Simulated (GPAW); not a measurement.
Wanted: an ASE script for a GPAW 26.7.0 run.

- Task: single point
- Functional: PBE
- Potentials or basis: GPAW PAW data sets (gpaw-data 1.2.1)
- Cutoff: 450 eV
- Basis: pw
- k mesh: 9 × 9 × 1
- Occupations: fermi-dirac, width 0.05 eV
- Spin: no spin polarisation
- Maxiter: 150
- Dipole layer: yes

The system is Pb, a slab with vacuum.

```
Pb
1.0
     3.49282    0.00000    0.00000
    -1.74641    3.02487    0.00000
     0.00000    0.00000   23.55564
Pb
4
Direct
  0.66667 0.33333 0.31840
  0.33333 0.66667 0.43947
  0.00000 0.00000 0.56053
  0.66667 0.33333 0.68160
```

The cell isn't the ideal one: the (1 1 1) slab of Pb, cut from the database cell, not relaxed.

The input as run:

run.py

```python
import numpy as np
from ase import Atoms
from ase.dft.bandgap import bandgap
from ase.io import write
from ase.units import Bohr
from gpaw import GPAW, PW
from gpaw.elf import elf_from_dft_calculation

atoms = Atoms(['Pb', 'Pb', 'Pb', 'Pb'],
              cell=[[3.4928246563, 0, 0],
                    [-1.7464123282, 3.0248748834, 0],
                    [0.0, 0.0, 23.5556381691]],
              scaled_positions=[[0.6666666667, 0.3333333333, 0.3183951097],
                                [0.3333333333, 0.6666666667, 0.4394650366],
                                [0.0, 0.0, 0.5605349634],
                                [0.6666666667, 0.3333333333, 0.6816048903]],
              pbc=True)
atoms.pbc = (True, True, False)

calc = GPAW(mode=PW(450),
            xc='PBE',
            kpts={'size': (9, 9, 1), 'gamma': True},
            occupations={'name': 'fermi-dirac', 'width': 0.05},
            nbands=43,
            convergence={'density': 1e-05, 'energy': 1e-05},
            maxiter=150,
            poissonsolver={'dipolelayer': 'xy'},
            txt='gpaw.txt')
atoms.calc = calc
energy = atoms.get_potential_energy()
forces = atoms.get_forces()
calc.write('gs.gpw')
write('result.traj', atoms)
print(f'Energy: {energy:.6f} eV')
print('Forces (eV/A):')
print(forces.round(4))
print('Fermi level:', round(calc.get_fermi_level(), 4), 'eV')
print(f'Gap: {bandgap(calc)[0]:.4f} eV, direct: {bandgap(calc, direct=True)[0]:.4f} eV')

v = calc.get_electrostatic_potential().mean(axis=(0, 1))
z = np.arange(len(v)) * atoms.cell[2, 2] / len(v)
ef = calc.get_fermi_level()
np.savetxt('planar.dat', np.c_[z, v], fmt='%.4f')
below, above = np.interp([1.5, atoms.cell[2, 2] - 1.5], z, v) - ef
print(f'Work functions: bottom {below:.4f} eV, top {above:.4f} eV')
print('Dipole moment:', *calc.get_dipole_moment().round(5), 'e A')

# fields on the real-space grid
write('density.cube', atoms, data=calc.get_pseudo_density() * Bohr**3)
write('potential.cube', atoms, data=calc.get_electrostatic_potential())
write('elf.cube', atoms, data=elf_from_dft_calculation(calc).data)
```

Potentials or basis: GPAW PAW data sets (gpaw-data 1.2.1), pw.

The run is started by

```sh
$ OMP_NUM_THREADS=1 python run.py
```

It gave:

The largest force is 0.314 eV/Å. The band gap on the k mesh is none (metal or under the smearing width). The dipole across the slab is 0.00 e·Å. The work function of the upper face is 3.75 eV and the work function of the lower face is 3.75 eV.

Run time: 85 s on 1 thread of Arm Neoverse V1, with other jobs on the host, peak memory 0.24 GiB.
